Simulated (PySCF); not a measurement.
# [TaBr6]−: how settings move a single point

Aim: repeat the single point on relaxed [TaBr6]− with altered settings, some of them bad on purpose. The species was built from a template and needn't be a known compound.

Method: BP86, Ta def2-SVP with ECP60, Br def2-SVP; scalar-relativistic core potentials, no spin–orbit coupling; program: PySCF 2.14.0.

5 further runs of the same task are left out: 2 for a known fault of the program, 3 that didn't finish.

## Step 1: The system as given

7 atoms, charge -1, spin multiplicity 1.

Bond lengths: Ta1–Br2 2.561 Å, Ta1–Br3 2.561 Å, Ta1–Br4 2.561 Å, Ta1–Br5 2.561 Å, Ta1–Br6 2.561 Å, Ta1–Br7 2.561 Å. Angles: Br2–Ta1–Br3 180.0°, Br2–Ta1–Br4 90.0°, Br2–Ta1–Br5 90.0°, Br2–Ta1–Br6 90.0°, Br2–Ta1–Br7 90.0°, Br3–Ta1–Br4 90.0°, Br3–Ta1–Br5 90.0°, Br3–Ta1–Br6 90.0°, Br3–Ta1–Br7 90.0°, Br4–Ta1–Br5 90.0°, Br4–Ta1–Br6 180.0°, Br4–Ta1–Br7 90.0°, Br5–Ta1–Br6 90.0°, Br5–Ta1–Br7 180.0°, Br6–Ta1–Br7 90.0°.

As a file:

```csv
atom,x (Å),y (Å),z (Å)
Ta1,0.00000,0.00000,0.00000
Br2,0.00000,0.00000,2.56088
Br3,0.00000,0.00000,-2.56088
Br4,2.56088,0.00000,0.00000
Br5,0.00000,2.56088,0.00000
Br6,-2.56088,0.00000,0.00000
Br7,0.00000,-2.56088,0.00000
```

Formal oxidation states: Ta +5. An earlier session relaxed this geometry at BP86, Ta def2-SVP with ECP60, Br def2-SVP (singlet, point group Oh).

The sound run used a (50, 194) grid (finer on f atoms), a threshold of 1e-8 and at most 55 cycles, and ended at -15502.276932 Eh.

## Step 2: Altered run 1

The input, run.py (the lines that set the calculation):

```python
mol = gto.M(atom='''
Ta     0.00000     0.00000     0.00000
Br     0.00000     0.00000     2.56088
Br     0.00000     0.00000    -2.56088
Br     2.56088     0.00000     0.00000
Br     0.00000     2.56088     0.00000
Br    -2.56088     0.00000     0.00000
Br     0.00000    -2.56088     0.00000''',
    basis={'Ta': 'def2-SVP', 'Br': 'def2-SVP'},
    ecp={'Ta': 'def2-SVP'},
    charge=-1, spin=0)
mf = dft.RKS(mol, xc='B88,P86')
mf.grids.atom_grid = (99, 590)
mf = mf.density_fit()  # fitting sets: Ta def2-universal-JKFIT, Br def2-universal-JKFIT
mf.conv_tol = 1e-08; mf.max_cycle = 55
mf.kernel(dm0)  # dm0: free metal ions and neutral atoms
```

On the command line:

```bash
> OMP_NUM_THREADS=4 python run.py
```

Standard output:

```text
init E= -15586.0607936896
  HOMO = -0.0528596396639069  LUMO = 0.0141825113173947  gap/eV = 1.82431
cycle= 1 E= -15501.2443352632  delta_E= 84.8  |g|= 3.86  |ddm|= 4.56
  HOMO = -0.182284693651023  LUMO = 0.0682453362366886  gap/eV = 6.81727
cycle= 2 E= -15500.3549754433  delta_E= 0.889  |g|= 3.74  |ddm|= 5.57
  HOMO = -0.13167321406886  LUMO = -0.114549510469739  gap/eV = 0.46596
cycle= 3 E= -15495.2246532803  delta_E= 5.13  |g|= 4.53  |ddm|= 6.79
  HOMO = -0.102483621863179  LUMO = -0.0439651930341171  gap/eV = 1.59237
cycle= 4 E= -15502.119188113  delta_E= -6.89  |g|= 0.779  |ddm|= 5.24
  HOMO = -0.0985277322179118  LUMO = -0.0230887938842723  gap/eV = 2.05280
cycle= 5 E= -15502.2628743467  delta_E= -0.144  |g|= 0.236  |ddm|= 0.477
  HOMO = -0.105710406723588  LUMO = -0.0185262736903567  gap/eV = 2.37240
cycle= 6 E= -15502.2767567103  delta_E= -0.0139  |g|= 0.0426  |ddm|= 0.237
  HOMO = -0.102818090273058  LUMO = -0.0168488853982809  gap/eV = 2.33934
cycle= 7 E= -15502.277287672  delta_E= -0.000531  |g|= 0.000808  |ddm|= 0.0551
  HOMO = -0.102724281193325  LUMO = -0.0166528816938925  gap/eV = 2.34212
cycle= 8 E= -15502.2772875642  delta_E= 1.08e-07  |g|= 0.000999  |ddm|= 0.00205
  HOMO = -0.102754958669432  LUMO = -0.0167306802229777  gap/eV = 2.34084
cycle= 9 E= -15502.2772878557  delta_E= -2.92e-07  |g|= 0.000137  |ddm|= 0.000947
  HOMO = -0.102752341763556  LUMO = -0.016735107772263  gap/eV = 2.34065
cycle= 10 E= -15502.2772878612  delta_E= -5.43e-09  |g|= 3.39e-06  |ddm|= 0.000148
  HOMO = -0.102752345940469  LUMO = -0.0167341915555245  gap/eV = 2.34067
Extra cycle  E= -15502.2772878612  delta_E= 2.18e-11  |g|= 1.57e-05  |ddm|= 1.81e-05
converged SCF energy = -15502.2772878612
```

It took 25 s on 4 threads of Arm Neoverse V2, shared host.

Changed: the integration grid, to (99, 590). It converges in 10 cycles, -0.010 eV from the sound run, with a largest force component of 0.00 eV/Å. The result survives the change.

## Step 3: Altered run 2

The input, run.py (the lines that set the calculation):

```python
mol = gto.M(atom='''
Ta     0.00000     0.00000     0.00000
Br     0.00000     0.00000     2.56088
Br     0.00000     0.00000    -2.56088
Br     2.56088     0.00000     0.00000
Br     0.00000     2.56088     0.00000
Br    -2.56088     0.00000     0.00000
Br     0.00000    -1.10000     0.00000''',
    basis={'Ta': 'def2-SVP', 'Br': 'def2-SVP'},
    ecp={'Ta': 'def2-SVP'},
    charge=-1, spin=0)
mf = dft.RKS(mol, xc='B88,P86')
mf.grids.atom_grid = (50, 194)
mf = mf.density_fit()  # fitting sets: Ta def2-universal-JKFIT, Br def2-universal-JKFIT
mf.conv_tol = 1e-08; mf.max_cycle = 76
mf.kernel(dm0)  # dm0: free metal ions and neutral atoms
```

On the command line:

```bash
> OMP_NUM_THREADS=4 python run.py
```

Standard output:

```text
init E= -15580.771282178
  HOMO = -0.0410997983047134  LUMO = 0.0469931441086687  gap/eV = 2.39713
cycle= 1 E= -15495.4136334853  delta_E= 85.4  |g|= 4.01  |ddm|= 6.36
  HOMO = 0.0153974492098223  LUMO = 0.0881576445340291  gap/eV = 1.97991
cycle= 2 E= -15492.0886575238  delta_E= 3.32  |g|= 4.82  |ddm|= 17.6
  HOMO = -0.127891988490974  LUMO = -0.0963374505509855  gap/eV = 0.85864
cycle= 3 E= -15494.2704851152  delta_E= -2.18  |g|=  3.2  |ddm|= 17.3
  HOMO = -0.0806294968754664  LUMO = 0.0121527653713212  gap/eV = 2.52473
cycle= 4 E= -15496.6399153048  delta_E= -2.37  |g|= 0.755  |ddm|= 4.26
  HOMO = -0.0483131494111105  LUMO = -0.00827977479844322  gap/eV = 1.08936
cycle= 5 E= -15496.2556981616  delta_E= 0.384  |g|= 1.38  |ddm|= 2.83
  HOMO = -0.0533792179401565  LUMO = 0.0283249612024199  gap/eV = 2.22328
cycle= 6 E= -15496.7643646171  delta_E= -0.509  |g|= 0.188  |ddm|= 2.14
  HOMO = -0.0501791845234976  LUMO = 0.0438787448769373  gap/eV = 2.55945
cycle= 7 E= -15496.7701038813  delta_E= -0.00574  |g|= 0.119  |ddm|= 0.474
  HOMO = -0.0490020520345592  LUMO = 0.0396735834155183  gap/eV = 2.41299
cycle= 8 E= -15496.7738306346  delta_E= -0.00373  |g|= 0.0212  |ddm|= 0.226
  HOMO = -0.0481253118096158  LUMO = 0.0387936509461181  gap/eV = 2.36519
cycle= 9 E= -15496.7739232211  delta_E= -9.26e-05  |g|= 0.00524  |ddm|= 0.0381
  HOMO = -0.0480943114584467  LUMO = 0.0388364880720645  gap/eV = 2.36551
cycle= 10 E= -15496.7739285226  delta_E= -5.3e-06  |g|= 0.00171  |ddm|= 0.00899
  HOMO = -0.0481283326392853  LUMO = 0.0388065005267054  gap/eV = 2.36562
cycle= 11 E= -15496.7739295553  delta_E= -1.03e-06  |g|= 0.000231  |ddm|= 0.00348
  HOMO = -0.0481117925621395  LUMO = 0.0388097681899916  gap/eV = 2.36526
cycle= 12 E= -15496.7739295676  delta_E= -1.23e-08  |g|= 5.07e-05  |ddm|= 0.000483
  HOMO = -0.0481122109940084  LUMO = 0.0388102910142568  gap/eV = 2.36528
cycle= 13 E= -15496.7739295685  delta_E= -8.37e-10  |g|= 7.95e-06  |ddm|= 0.000119
  HOMO = -0.0481128613385504  LUMO = 0.0388098250039293  gap/eV = 2.36529
Extra cycle  E= -15496.7739295684  delta_E= 5.09e-11  |g|= 1.79e-05  |ddm|= 3.13e-05
converged SCF energy = -15496.7739295684
```

Wall time 17 s (4 threads of Arm Neoverse V2, shared host).

Changed: one atom's place (atom 7 put 1.1 Å from the metal); the cycle limit is 76. It converges in 13 cycles, +149.744 eV from the sound run, with a largest force component of 625.40 eV/Å. The setting is unsound, so these numbers aren't the compound's.

## Step 4: Altered run 3

Changes to run.py (the lines that set the calculation) since step 3:

```diff
@@ -7,3 +7,3 @@
 Br    -2.56088     0.00000     0.00000
-Br     0.00000    -1.10000     0.00000''',
+Br     0.00000    -2.56088     0.00000''',
     basis={'Ta': 'def2-SVP', 'Br': 'def2-SVP'},
@@ -14,3 +14,3 @@
 mf = mf.density_fit()  # fitting sets: Ta def2-universal-JKFIT, Br def2-universal-JKFIT
-mf.conv_tol = 1e-08; mf.max_cycle = 76
-mf.kernel(dm0)  # dm0: free metal ions and neutral atoms
+mf.conv_tol = 1e-08; mf.max_cycle = 55
+mf.kernel(dm0)  # dm0: smeared density
```

On the command line:

```bash
> OMP_NUM_THREADS=4 python run.py
```

Standard output:

```text
init E= -15502.1346882853
  HOMO = -0.104123730425403  LUMO = 0.0124391751006556  gap/eV = 3.17184
cycle= 1 E= -15502.2113225281  delta_E= -0.0766  |g|= 0.457  |ddm|= 0.782
  HOMO = -0.112295666633412  LUMO = -0.110961433741065  gap/eV = 0.03631
cycle= 2 E= -15496.6461141301  delta_E= 5.57  |g|=    4  |ddm|= 5.24
  HOMO = -0.104596889306188  LUMO = -0.0305060699814919  gap/eV = 2.01611
cycle= 3 E= -15502.2554933101  delta_E= -5.61  |g|= 0.281  |ddm|= 5.08
  HOMO = -0.101779035836343  LUMO = -0.0176103157705962  gap/eV = 2.29035
cycle= 4 E= -15502.2766602315  delta_E= -0.0212  |g|= 0.03  |ddm|= 0.237
  HOMO = -0.102965048473832  LUMO = -0.0175548643830485  gap/eV = 2.32413
cycle= 5 E= -15502.2768825962  delta_E= -0.000222  |g|= 0.0132  |ddm|= 0.0343
  HOMO = -0.102669897642638  LUMO = -0.0167223354056064  gap/eV = 2.33875
cycle= 6 E= -15502.2769315262  delta_E= -4.89e-05  |g|= 0.00217  |ddm|= 0.0115
  HOMO = -0.102733079398964  LUMO = -0.0167358418727775  gap/eV = 2.34010
cycle= 7 E= -15502.2769322021  delta_E= -6.76e-07  |g|= 0.000179  |ddm|= 0.00187
  HOMO = -0.102738556098586  LUMO = -0.0167323287614168  gap/eV = 2.34035
cycle= 8 E= -15502.2769322115  delta_E= -9.41e-09  |g|= 8.67e-06  |ddm|= 0.000216
  HOMO = -0.102736879773291  LUMO = -0.016731958459269  gap/eV = 2.34031
Extra cycle  E= -15502.2769322114  delta_E= 1.06e-10  |g|= 2.32e-05  |ddm|= 3.54e-05
converged SCF energy = -15502.2769322114
```

Run time: 13 s. Hardware: 4 threads of Arm Neoverse V2, shared host.

Changed: the starting guess (smeared density). It converges in 8 cycles, at the sound run's energy within 0.001 eV, with a largest force component of 0.00 eV/Å. The result survives the change.

## Step 5: Altered run 4

Changes to run.py (the lines that set the calculation) since step 4:

```diff
@@ -14,3 +14,3 @@
 mf = mf.density_fit()  # fitting sets: Ta def2-universal-JKFIT, Br def2-universal-JKFIT
-mf.conv_tol = 1e-08; mf.max_cycle = 55
-mf.kernel(dm0)  # dm0: smeared density
+mf.conv_tol = 0.001; mf.max_cycle = 55
+mf.kernel(dm0)  # dm0: free metal ions and neutral atoms
```

On the command line:

```bash
> OMP_NUM_THREADS=4 python run.py
```

Standard output:

```text
init E= -15586.0604363078
  HOMO = -0.0528569405562586  LUMO = 0.0141615322769384  gap/eV = 1.82367
cycle= 1 E= -15501.2439541886  delta_E= 84.8  |g|= 3.86  |ddm|= 4.56
  HOMO = -0.182259497008197  LUMO = 0.0683132340516182  gap/eV = 6.81843
cycle= 2 E= -15500.3539202357  delta_E= 0.89  |g|= 3.74  |ddm|= 5.57
  HOMO = -0.131678127170294  LUMO = -0.114538689520627  gap/eV = 0.46639
cycle= 3 E= -15495.2236709811  delta_E= 5.13  |g|= 4.53  |ddm|= 6.79
  HOMO = -0.10247168178128  LUMO = -0.0439862712319392  gap/eV = 1.59147
cycle= 4 E= -15502.1185159115  delta_E= -6.89  |g|= 0.78  |ddm|= 5.24
  HOMO = -0.0985122195133106  LUMO = -0.0230987309215201  gap/eV = 2.05211
cycle= 5 E= -15502.2624486889  delta_E= -0.144  |g|= 0.237  |ddm|= 0.477
  HOMO = -0.105696905905319  LUMO = -0.0185213768423088  gap/eV = 2.37217
cycle= 6 E= -15502.2764075191  delta_E= -0.014  |g|= 0.0426  |ddm|= 0.238
  HOMO = -0.102803601262177  LUMO = -0.0168453539570175  gap/eV = 2.33904
cycle= 7 E= -15502.2769320248  delta_E= -0.000525  |g|= 0.000803  |ddm|= 0.0551
  HOMO = -0.102713367897048  LUMO = -0.0165612166885192  gap/eV = 2.34432
Extra cycle  E= -15502.2769300872  delta_E= 1.94e-06  |g|= 0.00272  |ddm|= 0.0034
converged SCF energy = -15502.2769300872
```

Run time: 12 s. Hardware: 4 threads of Arm Neoverse V2, shared host.

Changed: the SCF threshold (0.001). It converges in 7 cycles, at the sound run's energy within 0.001 eV, with a largest force component of 0.00 eV/Å. The result survives the change.

## Step 6: Side by side

| run | changed | ending | energy change (eV) | cycles | time | usable |
| --- | --- | --- | --- | --- | --- | --- |
| 1 | the integration grid | converged | -0.010 | 10 | 25 s | yes |
| 2 | one atom's place | converged | +149.744 | 13 | 17 s | no |
| 3 | the starting guess | converged | 0.000 | 8 | 13 s | yes |
| 4 | the SCF threshold | converged | 0.000 | 7 | 12 s | yes |

3 of 4 altered runs give a usable result. 1 ended normally with numbers unfit to quote.
